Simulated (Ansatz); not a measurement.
SiTe2:

```
Te Si
1.0
     3.80047    0.00000    0.00000
    -1.90024    3.29130    0.00000
     0.00000    0.00000    7.07909
Te Si
2 1
Direct
  0.66667 0.33333 0.22659
  0.33333 0.66667 0.77341
  0.00000 0.00000 0.00000
```

The cell comes from a database or a generator and needn't be the stable form of this composition.

| Item | Value |
| --- | --- |
| Program | Ansatz 0.2.0 |
| Task | relaxation of cell and atoms |
| Functional | revPBE |
| Dispersion | D4 |
| Potentials or basis | Ansatz PAW |
| Cutoff | 420 eV (not typed: the program's choice for these potentials) |
| k mesh | 8 × 8 × 4 |
| Occupations | fermi-dirac, width 0.05 eV |
| Spin | no spin polarisation |

At the start: volume 29.52 Å³/atom.

Problem. How do energy, volume and symmetry change on relaxing?

Solution. It ends after 8 steps and the volume is 25.71 Å³/atom (-12.9 %); space group P-3m1 (No. 164, to 0.05 Å).

Step by step:
| step | energy change (eV) | largest force (eV/Å) | volume (Å³) |
| --- | --- | --- | --- |
| 1 | 0.0000 | 0.2154 | 88.55 |
| 2 | -0.0683 | 0.0213 | 83.20 |
| 3 | -0.0881 | 0.1141 | 80.15 |
| 4 | -0.1072 | 0.0764 | 77.21 |
| 5 | -0.1083 | 0.0311 | 76.75 |
| 6 | -0.1085 | 0.0093 | 77.22 |
| 7 | -0.1085 | 0.0003 | 77.14 |
| 8 | -0.1073 | 0.0001 | 77.14 |

Final structure:
```xyz
3
Lattice="3.7211 0.0000 0.0000 -1.8605 3.2226 0.0000 0.0000 0.0000 6.4331" Properties=species:S:1:pos:R:3 pbc="T T T"
Te    1.8605    1.0742    1.6387
Te    0.0000    2.1484    4.7944
Si    0.0000    0.0000    0.0000
```

Caveat: the plane-wave basis is chosen anew once the cell has moved, so the energies of steps on either side of that aren't comparable; the PAW data sets come from PBE, with cores solved anew for the run's functional, which leaves a small shift of forces and pressure.
